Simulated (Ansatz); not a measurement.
Relaxation of a periodic cell of 17 atoms, Si16O (host Si, host structure diamond, interstitial O), to a largest force component of 0.03 eV/Å in at most 60 steps.

Level of theory: DFT LDA, scalar-relativistic, plane waves, PAW (Ansatz 0.2.0). Settings: PAW set soft_1, cutoff 420 eV, k mesh 2x2x2, fermi-dirac smearing 0.05 eV, spin collinear.

```xyz
17
Lattice="0.0000 5.4300 5.4300 5.4300 0.0000 5.4300 5.4300 5.4300 0.0000" Properties=species:S:1:pos:R:3:forces:R:3
Si 0.000 0.000 0.000 -0.03 -0.03 -0.03
Si 1.357 1.357 1.357 0.02 -0.05 -0.05
Si 2.715 2.715 0.000 0.06 0.01 -0.02
Si 4.072 4.072 1.357 -0.02 0.05 -0.02
Si 2.715 0.000 2.715 0.06 -0.03 0.01
Si 4.072 1.357 4.072 -0.02 -0.02 0.06
Si 5.430 2.715 2.715 -0.05 0.03 0.03
Si 6.787 4.072 4.072 0.00 0.05 0.05
Si 0.000 2.715 2.715 0.10 -0.06 -0.05
Si 1.357 4.072 4.072 -0.03 0.13 0.11
Si 2.715 5.430 2.715 0.09 -0.18 -0.02
Si 4.072 6.787 4.072 -0.27 -0.01 0.15
Si 2.715 2.715 5.430 0.10 -0.02 -0.20
Si 4.072 4.072 6.787 -0.27 0.17 -0.01
Si 5.430 5.430 5.430 -0.02 -0.24 -0.25
Si 6.787 6.787 6.787 -0.04 0.08 0.09
O 3.429 4.770 4.777 0.30 0.11 0.17
```

Where does it end, and by what steps?

The forces met the threshold. Limits of this set-up: coarse k mesh, PAW files made for another functional, a small cell, in which the defect meets its images. After 10 steps the energy has fallen by 2.496 eV; O17 moved furthest, 0.92 Å.

```
step  energy less start (eV)  largest force component (eV/Å)  accepted
   0                  0.0000                           0.303       yes
   1                 -0.0228                           0.427       yes
   2                 -0.1416                           1.051       yes
   3                 -0.3992                           1.078       yes
   4                 -0.6988                           0.988       yes
   5                 -1.1701                           1.384       yes
   6                 -1.7854                           1.347       yes
   7                 -2.2924                           1.331       yes
   8                 -2.4819                           0.155       yes
   9                 -2.4938                           0.061       yes
  10                 -2.4956                           0.019       yes
```

```xyz
17
Lattice="0.0000 5.4300 5.4300 5.4300 0.0000 5.4300 5.4300 5.4300 0.0000" Properties=species:S:1:pos:R:3
Si -0.001 -0.015 -0.015
Si 1.424 1.353 1.255
Si 2.780 2.742 -0.077
Si 4.059 4.091 1.358
Si 2.692 0.000 2.717
Si 3.994 1.335 4.136
Si 5.330 2.724 2.783
Si 6.795 4.078 4.048
Si 0.115 2.884 2.475
Si 1.377 4.056 4.080
Si 2.722 5.446 2.736
Si 4.143 7.022 3.813
Si 2.453 2.482 5.501
Si 3.770 3.886 6.803
Si 5.449 5.618 5.128
Si 6.548 6.620 6.906
O 4.079 4.748 5.431
```

Whether the end is a true minimum wasn't checked by a vibrational analysis.

Time of the run: 84 s on 2 threads of Arm Neoverse V2, with other jobs on the host, peak memory 0.64 GiB.
